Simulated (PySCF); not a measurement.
# InH3 (SMILES [H][In]([H])[H]): B3LYP/LANL2DZ (core potential)

What is the energy change on altering one bond length of InH3 at B3LYP/LANL2DZ (core potential)? The job is set up through a Python script.

The results are computed with PySCF 2.14.0.

6 further runs of the same task are left out: 6 set aside as unsound or not needed.

## 1. Starting point

The species is InH3 (4 atoms), meant as a singlet with charge 0. As SMILES, `[H][In]([H])[H]`. Geometry: a GFN2-xTB relaxation, a rough one for these elements and not checked as a minimum.

Bond lengths: In1–H2 1.719 Å, In1–H3 1.719 Å, In1–H4 1.718 Å. Angles: H2–In1–H3 120.0°, H2–In1–H4 120.1°, H3–In1–H4 119.9°.

## 2. A single-point energy at B3LYP/LANL2DZ (core potential)

calc.py reads:

```python
from pyscf import gto, dft

molecule = gto.M(
    atom='''
In     0.001209    -0.001398    -0.001020
H      3.248307    -0.052515     0.025530
H     -1.576995     2.837235    -0.033599
H     -1.672521    -2.783340     0.009090
''',
    charge=0,
    basis='lanl2dz',
    max_memory=1860,
    ecp={'In': 'lanl2dz'},
    unit='bohr',
    verbose=3,
)

myscf = dft.RKS(molecule, xc='b3lyp')
myscf.conv_tol = 1e-10
myscf.grids.level = 5
myscf.kernel()
if not myscf.converged:
    myscf = myscf.newton().run(myscf.mo_coeff, myscf.mo_occ)

etot = myscf.e_tot
print('E(%s) = %.9f' % ('B3LYP', etot))
```

Command:

```sh
$ OMP_NUM_THREADS=1 python calc.py
```

Output:

```text
converged SCF energy = -3.63240640123838
E(B3LYP) = -3.632406401
```

Run time: 1.5 s. Hardware: 1 thread of Arm Neoverse V1, shared host; peak memory 0.16 GiB.

## 3. The distorted shape at the same level

geometry.xyz reads:

```xyz
4
H3In
In     0.167654    -0.301139     0.002908
H      1.885944    -0.328189     0.016958
H     -0.834510     1.501400    -0.017780
H     -0.718046    -1.773279     0.008258
```

run.py reads:

```python
from pyscf import gto, dft

molecule = gto.Mole()
molecule.atom = 'geometry.xyz'
molecule.charge = 0
molecule.basis = 'lanl2dz'
molecule.verbose = 3
molecule.max_memory = 1860
molecule.ecp = {'In': 'lanl2dz'}
molecule.build()

mf = dft.RKS(molecule)
mf.xc = 'b3lyp'
mf.conv_tol = 1e-10
mf.grids.level = 5
mf.kernel()
if not mf.converged:
    mf = mf.newton().run(mf.mo_coeff, mf.mo_occ)

etot = mf.e_tot
print('Final energy', etot)
```

Command:

```sh
$ OMP_NUM_THREADS=1 python run.py
```

Output:

```text
converged SCF energy = -3.61752759928104
Final energy -3.617527599281043
```

Wall time 1.5 s (1 thread of Arm Neoverse V1, shared host); peak memory 0.16 GiB.

## 4. Results

At B3LYP/LANL2DZ (core potential):

| quantity | value |
| --- | --- |
| first shape: total energy | -3.63241 Eh |
| first shape: dipole moment | 0.01 D |
| first shape: HOMO energy | -8.11 eV |
| first shape: LUMO energy | -2.03 eV |
| first shape: HOMO–LUMO gap | 6.08 eV |
| distorted shape: total energy | -3.61753 Eh |
| distorted shape: dipole moment | 0.66 D |
| distorted shape: HOMO energy | -7.56 eV |
| distorted shape: LUMO energy | -2.12 eV |
| distorted shape: HOMO–LUMO gap | 5.44 eV |
| energy change with the In1–H3 bond stretched from 1.719 to 2.063 Å | 0.405 eV |

**Reading.** With the In1–H3 bond stretched from 1.719 to 2.063 Å the energy rises by 0.40 eV (9.3 kcal/mol). The first shape isn't relaxed at this level, so the change isn't measured from a minimum. Mulliken charges (distorted shape) run from -0.14 on H3 to +0.40 on In1; they depend strongly on the basis.
